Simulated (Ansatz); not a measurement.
**CuTe (CsCl type): one cell under locks on the spin (series 2)**

What does it cost to force the spins of CuTe (CsCl type) into other sizes and orders? Cell and atoms stay fixed. This structure was made by substitution into a known type, so it needn't be the compound's stable form.

Computed with Ansatz 0.2.0 (DFT LDA+U (U_eff = 1 eV on Cu d), plane waves, PAW, unless a step's input says otherwise).

### Step 1. The starting structure

Symmetry: Pm-3m, No. 221, cubic system. Conventional cell: a = 3.475 Å, b = 3.475 Å, c = 3.475 Å, α = 90.00°, β = 90.00°, γ = 90.00°. Cu (site symmetry m-3m) has 8 Te at 3.01 Å in its first shell of neighbours. Te (site symmetry m-3m) has 8 Cu at 3.01 Å in its first shell of neighbours.

Coordinates:

```
CELL_PARAMETERS angstrom
3.47530 0.00000 3.47530
0.00000 3.47530 3.47530
0.00000 0.00000 6.95061
ATOMIC_POSITIONS crystal
Cu 0.00000 0.00000 0.00000
Te 0.50000 0.50000 0.75000
Cu 0.00000 0.00000 0.50000
Te 0.50000 0.50000 0.25000
```

The runs: ferromagnetic start, free, default search; site moments held (series factor 0.3; the input gives the size); canted directions held, 90°; antiferromagnetic start, free; total moment held at first, then free, 1.00 μB per cell; total moment locked, 1.00 μB per cell.

An earlier series on this cell reached its lowest free state from «ferromagnetic start, free, natural orbitals of the symmetric run filled by rank», perhaps among other starts (it ended with site moments under 0.05 μB).

### Step 2. Ferromagnetic start, free, default search

The input, input.yaml:

```yaml
crystal:
  lattice:
    - [3.47530364, 0.0, 3.47530364]
    - [0.0, 3.47530364, 3.47530364]
    - [0.0, 0.0, 6.95060728]
  atoms:
    - { symbol: Cu, position: [0.0, 0.0, 0.0], spin: 1.0 }
    - { symbol: Te, position: [0.5, 0.5, 0.75] }
    - { symbol: Cu, position: [0.0, 0.0, 0.5], spin: 1.0 }
    - { symbol: Te, position: [0.5, 0.5, 0.25] }
basis:
  ecutwfc: 420
  ecutrho_ratio: 4
kpoints:
  mp_grid: { grid: [6, 6, 6] }
hamiltonian:
  xc: lda
  hubbard:
    sites: [{ site: 0, l: d, u_eff: 1.0 }, { site: 2, l: d, u_eff: 1.0 }]
scf:
  occupations: { method: gaussian, width: 0.05 }
output:
  forces: true
  stress: true
  eigenvalues: true
  populations: true
  hubbard: { sites: [{ site: 0, l: d }, { site: 2, l: d }] }
magnetization:
  spin_polarized: true
```

Command:

```
ansatz run input.yaml --threads 2 --pin off --max-ram 3072MiB --backend cpu --events-out ev --progress --plain --runs-dir out
```

Log, cut to the lines that bear on the results:

```text
Warning: RAYON_NUM_THREADS=2 ignored (pool sized by the plan → 2); use --threads N
Cu: projections on atomic orbitals take those of the free atom [Ne] 3s2 3p6 3d10 4s1, of charge +0.00 (hamiltonian.pseudopotentials.projection_atoms); the dataset's partial waves leave at most 2.0e-6 of an orbital's norm unspanned inside its sphere
Te: projections on atomic orbitals take those of the free atom [Kr] 4d10 5s2 5p4, of charge +0.00 (hamiltonian.pseudopotentials.projection_atoms); the dataset's partial waves leave at most 7.8e-6 of an orbital's norm unspanned inside its sphere
[...]
Pseudopotentials: kind: paw
Pseudopotential: Cu, paw, valence charge 19, recommended cutoff 420 eV (normal), Cu.paw.azcp
Pseudopotential: Te, paw, valence charge 16, recommended cutoff 420 eV (normal), Te.paw.azcp
Functional definition: SPW92
[...]
Crystal: 4 atoms, lattice volume = 83.948 Å³
[...]
WARN: the starting moments were not kept: the SCF closed with an absolute magnetisation of 8.4e-6 μB, where they sum to 2 μB in size (2 sites). That is at most 0.1 of that sum. Measured as dr2_m measures the in/out step, that magnetisation stands 3.0e-12 eV from none, at or under the [...]
     0     Cu     18.6018     0.0000
     1     Te     16.2215     0.0000
     2     Cu     18.6018     0.0000
     3     Te     16.2215     0.0000
  spilling = 0.005049 (of n_electrons = 70.000000)
--- Occupation matrices: 2 shells (run DFT+U table (all-electron-ortho-atomic); ε = 1.94e-5) ---
  Cu0 d_3D: site group Oh (m-3m)
  Cu0 d_3D up     Tr n = 4.9114  λ = 0.974 0.974 0.974 0.994 0.994  [3× xz 0.33 (T2g 1.00) T2g(1.00) | 2× z2 0.50 (Eg 1.00) Eg(1.00)]
  Cu0 d_3D dn     Tr n = 4.9114  λ = 0.974 0.974 0.974 0.994 0.994  [3× xz 0.33 (T2g 1.00) T2g(1.00) | 2× z2 0.50 (Eg 1.00) Eg(1.00)]
  Cu2 d_3D: site group Oh (m-3m)
  Cu2 d_3D up     Tr n = 4.9114  λ = 0.974 0.974 0.974 0.994 0.994  [3× xz 0.33 (T2g 1.00) T2g(1.00) | 2× z2 0.50 (Eg 1.00) Eg(1.00)]
  Cu2 d_3D dn     Tr n = 4.9114  λ = 0.974 0.974 0.974 0.994 0.994  [3× xz 0.33 (T2g 1.00) T2g(1.00) | 2× z2 0.50 (Eg 1.00) Eg(1.00)]
  Tr n, λ and their labels are of the run-group-symmetrised matrices; stabiliser: 192 of 192 elements of G0×{1,Θ} (closed), max defect 2.5e-7 at τ = 4.1e-6
```

It took 4.8 s on 2 threads of Intel Xeon Platinum 8488C (Sapphire Rapids), shared host; peak memory 0.54 GiB.

End state: no gap, pressure -8.1 GPa, no moment over 0.05 μB in any sphere, largest force component 0.00 eV/Å, 96 symmetry operations imposed.

The shells' filling, with natural orbitals sorted by occupation:

| shell | channel | electrons | over 0.8 | 0.2 to 0.8 | under 0.2 |
| --- | --- | --- | --- | --- | --- |
| Cu 3d (atom 1) | up | 4.91 | 5 | 0 | 0 |
| Cu 3d (atom 1) | down | 4.91 | 5 | 0 | 0 |

### Step 3. Site moments held (series factor 0.3; the input gives the size)

input.yaml: that of step 2 with these lines changed.

```diff
@@ -6,5 +6,5 @@
   atoms:
-    - { symbol: Cu, position: [0.0, 0.0, 0.0], spin: 1.0 }
+    - { symbol: Cu, position: [0.0, 0.0, 0.0], spin: 0.3 }
     - { symbol: Te, position: [0.5, 0.5, 0.75] }
-    - { symbol: Cu, position: [0.0, 0.0, 0.5], spin: 1.0 }
+    - { symbol: Cu, position: [0.0, 0.0, 0.5], spin: 0.3 }
     - { symbol: Te, position: [0.5, 0.5, 0.25] }
@@ -21,2 +21,4 @@
   occupations: { method: gaussian, width: 0.05 }
+  lower_state_search: "off"
+  max_iter: 150
 output:
@@ -29 +31,2 @@
   spin_polarized: true
+  spin_locking: { lock_spins: true }
```

The lock stays on to the end, so the result is a constrained state unless its moments die out.

Command:

```
ansatz run input.yaml --threads 2 --pin off --max-ram 3072MiB --backend cpu --events-out ev --progress --plain --runs-dir out
```

Log, cut to the lines that bear on the results:

```text
Warning: output.stress: scf.convergence.dr2_threshold = 1e-7 eV (the SCF's general default) is looser than the 4e-10 eV advised for a printed stress (1e-10 eV for each atom of the cell: 4). What an SCF threshold leaves in a stress goes as its square root, and in the free energy as the [...]
Warning: output.stress: the lock of the moments that magnetization.spin_locking holds to the close lets an SCF meet its threshold on dr2 anywhere within the lock's freeze window, and the stress can move with the moments there: no threshold on dr2 bounds that. The window is the square root [...]
Warning: RAYON_NUM_THREADS=2 ignored (pool sized by the plan → 2); use --threads N
[...]
  spilling = 0.005179 (of n_electrons = 70.000000)
--- Occupation matrices: 2 shells (run DFT+U table (all-electron-ortho-atomic); ε = 3.80e-4) ---
  Cu0 d_3D: site group Oh (m-3m)
  Cu0 d_3D up     Tr n = 4.9551  λ = 0.987 0.987 0.987 0.998 0.998  [3× xz 0.33 (T2g 1.00) T2g(1.00) | 2× z2 0.50 (Eg 1.00) Eg(1.00)]
  Cu0 d_3D dn     Tr n = 4.8413  λ = 0.956 0.956 0.956 0.987 0.987  [3× xz 0.33 (T2g 1.00) T2g(1.00) | 2× z2 0.50 (Eg 1.00) Eg(1.00)]
  Cu2 d_3D: site group Oh (m-3m)
  Cu2 d_3D up     Tr n = 4.9551  λ = 0.987 0.987 0.987 0.998 0.998  [3× xz 0.33 (T2g 1.00) T2g(1.00) | 2× z2 0.50 (Eg 1.00) Eg(1.00)]
  Cu2 d_3D dn     Tr n = 4.8413  λ = 0.956 0.956 0.956 0.987 0.987  [3× xz 0.33 (T2g 1.00) T2g(1.00) | 2× z2 0.50 (Eg 1.00) Eg(1.00)]
  Tr n, λ and their labels are of the run-group-symmetrised matrices; stabiliser: 96 of 192 elements of G0×{1,Θ} (closed), max defect 3.4e-15 at τ = 8.1e-5
```

Wall time 6.7 s (2 threads of Intel Xeon Platinum 8488C (Sapphire Rapids), shared host); peak memory 0.54 GiB.

End state: no gap, pressure -8.1 GPa, moments in spheres Cu 0.31; Te 0.07 μB, largest force component 0.00 eV/Å, 96 symmetry operations imposed.

How the shells are filled (orbitals counted by the eigenvalues of the occupation matrices):

| shell | channel | electrons | over 0.8 | 0.2 to 0.8 | under 0.2 |
| --- | --- | --- | --- | --- | --- |
| Cu 3d (atom 1) | up | 4.96 | 5 | 0 | 0 |
| Cu 3d (atom 1) | down | 4.84 | 5 | 0 | 0 |

[end of part 1 of 3]
